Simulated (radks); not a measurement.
# Fractional charge and spin in the 3d shell of scandium

One table from this session's results is given with a row withheld; the runs are named, their logs left out.

The numbers are computed with radks (a radial shooting solver on a logarithmic mesh, Libxc functionals) version 1 (non-relativistic Kohn-Sham, BLYP, spin-polarised, spherical densities, point nucleus), except any that are marked as measured or tabulated.

### What is computed

| Property | Result |
| --- | --- |
| element | scandium (Z = 21) |
| configuration | [Ar] 4s(up 0.5, down 0.5) 3d(up 1, down 1) |

A shell typed twice in an input gives spin up, then spin down.

The first run:

Input:

```text
Z 21
configuration [Ar] 4s0.5 4s0.5 3d1 3d1
relativity non-relativistic
functional b88,lyp
spin polarised
nucleus point
```

Steps of the session up to this table: 3d: up 1, down 1.

One table of the session follows, with a row left open; its other results are not shown here.

It belongs to the step «3d: up 1, down 1». From the orbitals of this run (lengths in bohr):

| level | <r> | outermost maximum (interpolated) | 90 % within | nodes |
| --- | --- | --- | --- | --- |
| 1s | ? | ? | ? | ? |
| 2s | 0.3462 | 0.286 | 0.538 | 1 |
| 2p | 0.3086 | 0.233 | 0.508 | 0 |
| 3s | 1.089 | 0.934 | 1.64 | 2 |
| 3p | 1.186 | 0.972 | 1.84 | 1 |
| 4s | 3.964 | 3.23 | 6.04 | 3 |
| 3d | 2.358 | 1.14 | 4.53 | 0 |

Estimate the missing values for 1s.

The run gave: <r>: 0.07359; outermost maximum (interpolated): 0.0484; 90 % within: 0.131; nodes: 0. In the column «<r>» it is the lowest.
